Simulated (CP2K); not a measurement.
NbTe:

```
Nb Te
1.0
     3.42570    0.00000    0.00000
     0.00000    3.42570    0.00000
     0.00000    0.00000    3.42570
Nb Te
1 1
Cartesian
  1.7128 1.7128 1.7128
  0.0000 0.0000 0.0000
```

The cell was built by a generator and needn't be a form met in nature.

Base run:

| Quantity | Value |
| --- | --- |
| Program | CP2K 2026.2 |
| Functional | PBE |
| Potentials or basis | POTENTIAL_UZH Nb GTH-PBE-q13, Te GTH-PBE-q6; TZVP-MOLOPT-PBE-GTH basis |
| Density cutoff | 6123 eV |
| k mesh | 8 × 8 × 8 |
| Occupations | fermi-dirac, width 0.05 eV |
| Spin | no spin polarisation |

Its results: band gap on the k mesh none (metal or under the smearing width); pressure 2.6 GPa.

The run is repeated on the same cell with these changes: functional from PBE to PBEsol. What comes out?

Band gap on the k mesh none (metal or under the smearing width); pressure -1.2 GPa.

PBEsol binds more tightly than PBE, so the same cell stands under less pressure.

Caveats: the basis of atomic orbitals isn't converged, which shifts pressures, moduli and gaps; the potentials were made for another functional, which shifts forces and pressure (some runs).

Not every run made on this cell is shown here.
